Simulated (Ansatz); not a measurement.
# Ta2O5: properties at the relaxed cell

An exercise on one series of results from a longer session: the logs are not shown, and one member is left open.

Method: DFT PBEsol, scalar-relativistic, plane waves, PAW, in Ansatz 0.2.0.

**The starting structure**

Symmetry: I4/mmm, No. 139, tetragonal system. The conventional cell has a = 5.241 Å, b = 5.241 Å, c = 9.583 Å, α = 90.00°, β = 90.00°, γ = 90.00°. Around Ta (site symmetry 4mm) lie 5 O at 1.88 to 1.92 Å. O (site symmetry 4/mmm) has 2 Ta at 1.88 Å in its first shell of neighbours. O (site symmetry 2/m) is surrounded by 2 Ta at 1.92 Å.

Coordinates:

```
Ta O
1.0
    -2.62037    2.62037    4.79144
     2.62037   -2.62037    4.79144
     2.62037    2.62037   -4.79144
Ta O
2 5
Cartesian
  0.0000 0.0000 1.8844
  0.0000 0.0000 7.6985
  0.0000 0.0000 0.0000
  -1.3102 1.3102 2.3957
  1.3102 -1.3102 2.3957
  1.3102 1.3102 -2.3957
  1.3102 1.3102 2.3957
```

It goes back to an entry of the Materials Project, which need not be the stable form.

This cell was relaxed beforehand with the same method: volume 18.80 Å³/atom, gap on the mesh 1.64 eV.

Set-up of the first run:

The input, input.yaml:

```yaml
crystal:
  lattice:
    - [-2.5938966605, 2.5938966605, 4.7430415253]
    - [2.5938966605, -2.5938966605, 4.7430415253]
    - [2.5938966605, 2.5938966605, -4.7430415253]
  atoms:
    - { symbol: Ta, position: [0.1966381815, 0.1966381815, 0.0] }
    - { symbol: Ta, position: [0.8033618185, 0.8033618185, 0.0] }
    - { symbol: O, position: [0.0, 0.0, 0.0] }
    - { symbol: O, position: [0.5, 0.0, 0.0] }
    - { symbol: O, position: [0.0, 0.5, 0.0] }
    - { symbol: O, position: [0.0, 0.0, 0.5] }
    - { symbol: O, position: [0.5, 0.5, 0.5] }
basis:
  ecutwfc: 420
kpoints:
  mp_grid: { grid: [8, 8, 8] }
hamiltonian:
  xc: pbesol
scf:
  occupations: { method: gaussian, width: 0.02 }
output:
  forces: true
  stress: true
  eigenvalues: true
relax:
  adjacent_minimum: "off"
  f_tol: 0.01
  max_steps: 30
  cell: { stress_tol: 0.1, fix: [volume] }
```

Started as:

```bash
$ ansatz run input.yaml --threads 2 --pin off --max-ram 5120MiB --backend cpu --events-out ev --progress --plain --runs-dir out
```

Steps of the session up to this table: Volume × 0.97; The cell scaled to 1.03 of its volume; Volume × 0.94; The cell scaled to 1.06 of its volume.

One of the session's tables, all rows but one given; the rest of the session is left out.

It belongs to the step «Equation of state». 

| volume (Å³/atom) | energy above the lowest point (meV/atom) | pressure (GPa) | gap on the mesh (eV) |
| --- | --- | --- | --- |
| 17.672 | 33.7 | 9.81 | 1.83 |
| 18.236 | 8.2 | 4.78 | 1.72 |
| 18.800 | 0.0 | 0.00 | 1.64 |
| 19.364 | ? | ? | ? |
| 19.928 | 29.0 | -7.91 | 1.50 |

Q: Estimate the row for volume (Å³/atom) = 19.364 from the others.

Worked estimate for «energy above the lowest point (meV/atom)». A straight line through the neighbours (18.800, 0.0) and (19.928, 29.0) gives 0.0 + (29.0 − 0.0) × (19.364 − 18.800) / (19.928 − 18.800) = 14.5; a parabola fitted to 3 rows on both sides gives 6.9.

As computed: energy above the lowest point (meV/atom): 7.6; pressure (GPa): -4.23; gap on the mesh (eV): 1.57. In «energy above the lowest point (meV/atom)» the line misses by +6.9 and the parabola by -0.7.
